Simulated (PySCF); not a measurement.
# SbN with other numerical set-ups

Which parts of the numerical set-up matter for SbN? Each run edits the base script.

Computed with PySCF 2.14.0. Level: each script names its method and basis.

2 further runs of the same task are left out: 1 for a known fault of the program, 1 that didn't finish.

**1. Where the work starts**

SbN: 2 atoms, charge 0, spin multiplicity 1.

Bond lengths: Sb1–N2 2.020 Å.

**2. Base script**

input.py

```python
from pyscf import gto, dft
from pyscf.prop.polarizability import uhf as pol

mol = gto.M(
    atom='Sb 0 0 0; N 0 0 2.02',
    basis='def2-svpd',
    ecp={'Sb': 'def2-svpd'},
    charge=0,
    spin=0,
    symmetry=True,
    verbose=4,
)
mf = dft.UKS(mol, xc='mn15')
mf.kernel()
print('polarizability (a.u.)')
print(pol.Polarizability(mf).polarizability().round(4))
mf.dip_moment()
print('orbital energies (hartree):', [e[max(0, n-3):n+3].round(4) for e, n in zip(mf.mo_energy, mol.nelec)])
```

Started as:

```sh
$ python input.py
```

**3. X2c-svpall (core potential off, X2C on)**

Run 1 changes basis set: def2-svpd → x2c-svpall; core potential: on → off; spin-free X2C: off → on. The core potential changes with it: totals don't compare.

input.py: that of step 2 with these lines changed.

```diff
@@ -5,4 +5,3 @@
     atom='Sb 0 0 0; N 0 0 2.02',
-    basis='def2-svpd',
-    ecp={'Sb': 'def2-svpd'},
+    basis='x2c-svpall',
     charge=0,
@@ -13,2 +12,3 @@
 mf = dft.UKS(mol, xc='mn15')
+mf = mf.sfx2c1e()
 mf.kernel()
```

**4. Density fitting auto**

Run 2 changes density fitting: none → auto.

input.py: that of step 2 with these lines changed.

```diff
@@ -13,2 +13,3 @@
 mf = dft.UKS(mol, xc='mn15')
+mf = mf.density_fit()
 mf.kernel()
```

**5. Density fitting weigend**

Run 3 changes density fitting: none → weigend.

input.py: that of step 2 with these lines changed.

```diff
@@ -13,2 +13,3 @@
 mf = dft.UKS(mol, xc='mn15')
+mf = mf.density_fit(auxbasis='weigend')
 mf.kernel()
```

**Question.** What will these runs give? Wanted: for each run, E(SCF); from base; gap; SCF dipole.

The runs gave:

```csv
run,E(SCF) (hartree),from base (eV),cycles,gap (eV),SCF dipole (D),functions
base,-294.217264,0,12,5.29,4.11,52
"x2c-svpall (core potential off, X2C on)",-6539.006074,not comparable,13,5.40,3.53,50
density fitting auto,-294.217256,+0.0002,12,5.29,4.11,52
density fitting weigend,-292.572069,+44.7680,17,5.31,3.99,52
```

In words: The largest comparable shift of the SCF energy, +44.768 eV, comes with the run “density fitting weigend”.
